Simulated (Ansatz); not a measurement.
**Cl₂FH₅OSi: search for a transition state**

Wanted: the transition state of a ligand exchange through a proton shuttle (form Si1–F7, H6–O9, H2–H8 and break Si1–H2, H6–F7, H8–O9). The guess is relaxed with those distances held, a saddle search follows, and vibrations and two downhill relaxations check it.

Program: Ansatz 0.2.0, Gaussian basis. Level of theory: PBE0-D4, def2-SVP first, then def2-TZVP. These are calculated values, not measurements.

190 further runs of the same task are left out: 190 set aside as unsound or not needed.

## (1) The starting structure

The guess: 10 atoms, charge 0, spin multiplicity 1.

Atoms are counted from 1 here; the program's logs count them from 0.

Bond lengths: Si1–Cl3 2.058 Å, Si1–Cl4 2.170 Å, Si1–H5 1.470 Å, Si1–F7 1.652 Å, H6–O9 0.970 Å, H8–O9 1.168 Å, O9–H10 1.023 Å. Angles: Cl3–Si1–Cl4 119.2°, Cl3–Si1–H5 96.4°, Cl3–Si1–F7 136.1°, Cl4–Si1–H5 93.5°, Cl4–Si1–F7 102.6°, H5–Si1–F7 93.8°, H6–O9–H8 106.2°, H6–O9–H10 107.5°, H8–O9–H10 95.0°.

Coordinates:

```xyz
10

Si   -1.02810    0.47670   -0.62070
H     0.18940   -0.71380   -0.89810
Cl   -1.28410    0.56980   -2.66060
Cl    0.52160    1.67940    0.30730
H    -2.09630    1.42640   -0.27850
H     1.04990   -1.19350    1.67510
F    -1.43300   -0.58050    0.58250
H     0.97350   -0.99010   -0.02470
O     1.59680   -0.84670    0.95310
H     1.51030    0.17230    0.96470
```

Distances that are to change: Si1–F7 1.65 Å, H6–O9 0.97 Å, H2–H8 1.21 Å, Si1–H2 1.73 Å, H6–F7 2.78 Å, H8–O9 1.17 Å.

## (2) Relaxing the guess with the reacting distances held

Input file hold/in.yaml:

```yaml
crystal:
  periodic: [false, false, false]
  atoms:
    - {symbol: Si, position_ang: [-1.028100, 0.476700, -0.620700]}
    - {symbol: H, position_ang: [0.189400, -0.713800, -0.898100]}
    - {symbol: Cl, position_ang: [-1.284100, 0.569800, -2.660600]}
    - {symbol: Cl, position_ang: [0.521600, 1.679400, 0.307300]}
    - {symbol: H, position_ang: [-2.096300, 1.426400, -0.278500]}
    - {symbol: H, position_ang: [1.049900, -1.193500, 1.675100]}
    - {symbol: F, position_ang: [-1.433000, -0.580500, 0.582500]}
    - {symbol: H, position_ang: [0.973500, -0.990100, -0.024700]}
    - {symbol: O, position_ang: [1.596800, -0.846700, 0.953100]}
    - {symbol: H, position_ang: [1.510300, 0.172300, 0.964700]}
basis:
  gaussian: {orbitals: def2-SVP}
hamiltonian: {xc: pbe0, dispersion: d4}
relax: {f_tol: 0.04, max_steps: 150, escape_saddle: false, constraints: [{distance: [0, 6]}, {distance: [5, 8]}, {distance: [1, 7]}, {distance: [0, 1]}, {distance: [5, 6]}, {distance: [7, 8]}]}
```

The run is started by

```sh
$ ansatz run in.yaml --threads 8 --pin off --events-out ev --progress --plain --max-ram 19148MiB
```

After this run come: Force constants to start from; Saddle search in the small basis; Saddle search in triple zeta; Vibrations at the point found; Relaxing after a step of 0.30 Å one way along the mode; Relaxing after a step of 0.30 Å the other way along the mode.

What does the calculation give? Wanted: imaginary mode; barrier from the start side; barrier from the end side; energy of the step; pairs that change; zero-point energy at the saddle.

**Answer**, as computed:

```
                       quantity                                                                                     value
                 imaginary mode                                                                                 403i cm⁻¹
    barrier from the start side                                                                              112.8 kJ/mol
      barrier from the end side                                                                              158.9 kJ/mol
             energy of the step                                                                              -46.1 kJ/mol
              pairs that change  Si1–Cl4 formed, H2–H8 formed, O9–H10 formed, Si1–H2 broken, Cl4–H10 broken, H8–O9 broken
zero-point energy at the saddle                                                                                  1.537 eV
```

**Reading.** The point has a single imaginary mode (403i cm⁻¹), as a transition state must. The two relaxations don't end on the planned structures: the search found another step. At PBE0-D4/def2-TZVP the electronic barrier is 112.8 kJ/mol, about 46 kT at 298 K, and the step runs 46.1 kJ/mol downhill. A step off the saddle overshot and began above it in energy, so the link to its end is likely but not proven. The ends are the nearest minima, not always the lowest complexes.
